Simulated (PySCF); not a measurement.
# C6H3Al (Al(CCH)3): the cost of one run

The runs use PySCF 2.14.0, with density-fitted response routines of our own; the level of theory stands in each step. All values are computed, except where a source is named. Atoms are numbered from 0 throughout.

### Step 1. Starting geometry

10 atoms, charge 0, multiplicity 1; geometry from: GFN2-xTB. The atoms were then displaced at random by about 0.03 Å, so the start is not that level's minimum.

Bonds of the start (Å): Al0–C1 1.87, Al0–C4 2.03, Al0–C7 1.87, C1–C2 1.17, C2–H3 1.22, C4–C5 1.24, C5–H6 1.02, C7–C8 1.24, C8–H9 1.08.

### Step 2. Relaxing the molecule at PBE0-D3(BJ)/def2-SVP

Job settings and geometry (Å):

```
{"job": {"xc": "PBE0", "basis": "def2-SVP", "d3": "d3bj", "grid": 1, "maxiter": 40, "shake": 0.03, "kind": "geom"}, "charge": 0, "multiplicity": 1}
Al     0.058280    -0.072100     0.001090
C      1.923120    -0.017140    -0.027930
C      3.091030    -0.026380    -0.042550
H      4.306500    -0.025110    -0.023240
C     -0.977160     1.670630    -0.029860
C     -1.580580     2.757390     0.012750
H     -2.061140     3.654600     0.034010
C     -0.931440    -1.660000    -0.021440
C     -1.586700    -2.710690     0.059860
H     -2.117260    -3.647970     0.041730
```

Command:

```sh
$ OMP_NUM_THREADS=1 python probes_run.py task.json out
```

The driver reads the jobs from task.json and runs them one after another.

Q: Estimate the wall time and peak memory of this first job on 1 thread of Arm Neoverse V1, shared host.

About 43 s, with a peak of 0.44 GiB.
